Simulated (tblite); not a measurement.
# H17P33: the cost of one run

Programs: tblite 0.8.0 and PySCF 2.14.0, with routines of our own; each step states its level. All values are computed. Atoms count from 0.

## Step 1: The starting structure

50 atoms, charge 0, multiplicity 1; geometry from: force field, distance geometry or constructed start.

## Step 2: Relaxing the molecule with GFN2-xTB

What the job is given:

```
{"job": {"kind": "relax", "xc": "GFN2-xTB", "basis": "xTB"}, "charge": 0, "multiplicity": 1}
P      1.641200    -2.760400    -0.618100
P     -0.003200    -1.811300     0.616600
P     -1.631100    -2.760900    -0.615500
P     -1.637000    -4.643600     0.617300
P     -0.001000    -5.594000    -0.613100
P      1.633000    -4.648500     0.620900
P      0.000100     5.745600    -0.619800
P     -1.632900     6.691300     0.625000
P     -3.269900     5.741800    -0.616900
P     -3.275400     3.853700     0.625100
P     -1.638400     2.908500    -0.618600
P     -0.002500     3.852500     0.623500
P     -3.276000    -5.592100    -0.611500
P     -3.270400    -7.482800     0.620800
P     -1.638500    -8.421800    -0.616300
P     -0.001900    -7.481600     0.629800
P      3.273000     5.745800    -0.615600
P      1.635200     6.685200     0.622500
P      1.635700     2.911500    -0.614000
P      3.275400     3.855400     0.626200
P      3.270300     0.079400    -0.615000
P      1.635400     1.021800     0.623300
P      0.003400     0.080200    -0.609900
P      3.268400    -1.818200     0.622000
P     -1.635800     1.022900     0.624400
P      3.266500    -5.593700    -0.614000
P      1.637000    -8.424600    -0.617200
P      3.272000    -7.481600     0.624700
P     -3.272000     0.076000    -0.618500
P     -3.271500    -1.813500     0.626900
P      1.639900     8.578700    -0.617600
P     -0.001900     9.524100     0.623700
P     -1.637300     8.578200    -0.618400
H     -4.284200     6.327800     0.155400
H     -4.285100     3.271000    -0.147900
H     -4.285800    -5.005300     0.148800
H     -4.287100    -8.067300    -0.148700
H     -1.635400    -9.594900     0.149100
H      4.287400     6.325200     0.151600
H      4.281500     3.272600    -0.143400
H      4.286200     0.658500     0.155500
H      4.292200    -2.404700    -0.140900
H      4.291200    -5.006500     0.148100
H      1.638900    -9.597900     0.149900
H      4.282600    -8.065700    -0.142200
H     -4.288200     0.662400     0.148300
H     -4.283900    -2.399000    -0.145200
H      2.649600     9.165900     0.154000
H      0.001600    10.693700    -0.144400
H     -2.648000     9.164000     0.153700
```

Started as:

```sh
OMP_NUM_THREADS=8 python large_run.py task.json out
```

The driver reads the jobs from task.json and runs them one after another.

**Question.** How long does this first job take on 8 threads of AMD EPYC 7R43, shared host, and how much memory does it need?

About 19 s, with a peak of 0.17 GiB.
